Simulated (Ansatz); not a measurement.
# CH4FGa: basis-set convergence

The task here is to estimate one member of a computed series from the others.

Program: Ansatz 0.2.0, Gaussian basis. Level of theory: one geometry, several basis sets. These are calculated values, not measurements.

Levels to be run: PBE0-D4/def2-SVP; ωB97M-V/def2-SVP; PBE0-D4/def2-QZVPP; ωB97M-V/def2-QZVPP; the functionals' def2-TZVPP values are taken from earlier runs.

## The relaxed structure

All runs share one geometry, relaxed beforehand with PBE0-D4 in a triple-zeta def2 set.

SMILES `F[CH2][GaH2]`, 7 atoms, charge 0, spin multiplicity 1.

Atoms are counted from 1 here; the program's logs count them from 0.

Bond lengths: F1–C2 1.407 Å, C2–Ga3 2.004 Å, C2–H4 1.093 Å, C2–H5 1.093 Å, Ga3–H6 1.569 Å, Ga3–H7 1.569 Å. Angles: F1–C2–Ga3 103.5°, F1–C2–H4 107.6°, F1–C2–H5 107.6°, Ga3–C2–H4 114.5°, Ga3–C2–H5 114.5°, H4–C2–H5 108.7°, C2–Ga3–H6 119.5°, C2–Ga3–H7 119.4°, H6–Ga3–H7 121.0°.

Set-up of the first run:

Input file in.yaml:

```yaml
crystal:
  periodic: [false, false, false]
  atoms:
    - {symbol: F, position_ang: [-1.008492, 0.283600, -1.439191]}
    - {symbol: C, position_ang: [-0.657242, -0.522893, -0.341493]}
    - {symbol: Ga, position_ang: [0.815843, 0.507619, 0.543070]}
    - {symbol: H, position_ang: [-0.356097, -1.498145, -0.731682]}
    - {symbol: H, position_ang: [-1.551691, -0.651430, 0.272865]}
    - {symbol: H, position_ang: [0.461303, 1.583110, 1.629516]}
    - {symbol: H, position_ang: [2.296386, 0.298140, 0.066904]}
basis:
  gaussian: {orbitals: def2-SVP}
hamiltonian: {xc: pbe0, dispersion: d4}
output: {orbitals: {seedname: orbitals}}
```

Started as:

```
$ ansatz run in.yaml --threads 2 --pin off --events-out ev --progress --plain --max-ram 32768MiB --backend cpu
```

Among the steps run: PBE0-D4 in def2-SVP; ωB97M-V in def2-SVP; PBE0-D4 in def2-QZVPP; ωB97M-V in def2-QZVPP.

One of the session's tables, all rows but one given; the rest of the session is left out.

It belongs to the step «Density functionals: the series». 

| functional | basis | HOMO (eV) | LUMO (eV) |
| --- | --- | --- | --- |
| PBE0-D4 | def2-SVP | -7.70 | -1.78 |
| PBE0-D4 | def2-TZVPP | ? | ? |
| PBE0-D4 | def2-QZVPP | -7.82 | -1.88 |
| ωB97M-V | def2-SVP | -9.93 | -0.03 |
| ωB97M-V | def2-TZVPP | -10.05 | -0.12 |
| ωB97M-V | def2-QZVPP | -10.07 | -0.29 |

Q: Estimate the row for PBE0-D4, def2-TZVPP from the others.

The run gave: HOMO (eV): -7.80; LUMO (eV): -1.84. In the column «HOMO (eV)» it lies between PBE0-D4, def2-QZVPP (-7.82) and PBE0-D4, def2-SVP (-7.70).
